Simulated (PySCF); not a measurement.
**TmCl: bond curves at several levels of theory**

An exercise on one series of results from a longer session: the logs are not shown, and one member is left open.

The runs use PySCF 2.14.0; Tm x2c-SVPall, Cl x2c-SVPall, spin-free X2C with a Gaussian nucleus.

1 further run of the same task is left out (it didn't finish).

The first run:

The job is set up so:

| Quantity | Value |
| --- | --- |
| atoms | Tm, Cl |
| charge | 0 |
| basis | Tm x2c-SVPall, Cl x2c-SVPall |
| Hamiltonian | spin-free X2C with a Gaussian nucleus |
| basis functions | 103 |
| electrons treated | 86 |
| masses in u | 168.9342, 34.9689 |
| levels | PBE0, PBE, r²SCAN, MN15, LDA, HSE06, HF, MP2, SCS-MP2 |
| grid | 80 radial by 434 angular points |
| occupations | held fixed by the projection of orbital angular momentum |
| dissociation limit | Tm + Cl, each in its ground configuration |
| starting distance in angstrom | 2.445 |
| values of 2S to try | 0, 2, 4 |

Launch:

```console
$ OMP_NUM_THREADS=2 python dia.py task.json out
```

Steps of the session up to this table: Set-up; First curve: PBE0; Excited determinants; PBE (GGA); r²SCAN (meta-GGA); MN15; LDA; HSE06 (range-separated hybrid); UHF (mean field).

One table of the session follows, with a row left open; its other results are not shown here.

| level | Re (Å) | ωe (cm⁻¹) | De (eV) |
| --- | --- | --- | --- |
| UHF | 2.569 | 289.1 | 3.44 |
| UHF-MP2 | 2.453 | 319 | 3.83 |
| UHF-SCS-MP2 | ? | ? | ? |
| PBE | 2.489 | 297.8 | 4.10 |
| r²SCAN | 2.481 | 305 | 4.41 |
| PBE0 | 2.474 | 299.9 | 4.14 |
| HSE06 | 2.473 | 301 | 4.14 |
| MN15 | 2.479 | 303 | 3.70 |

Q: Estimate the row for UHF-SCS-MP2 from the others.

The run gave: Re (Å): 2.476; ωe (cm⁻¹): 313; De (eV): 3.65. In the column «Re (Å)» it lies between PBE0 (2.474) and MN15 (2.479).

De is counted to Tm + Cl in their ground configurations.

Caveats from the session: The state is the lowest single determinant that the PBE0 search found; with open d or f shells the true ground state can be another one. At some levels the lowest empty orbital lies below the highest filled one (the two can be of opposite spin).
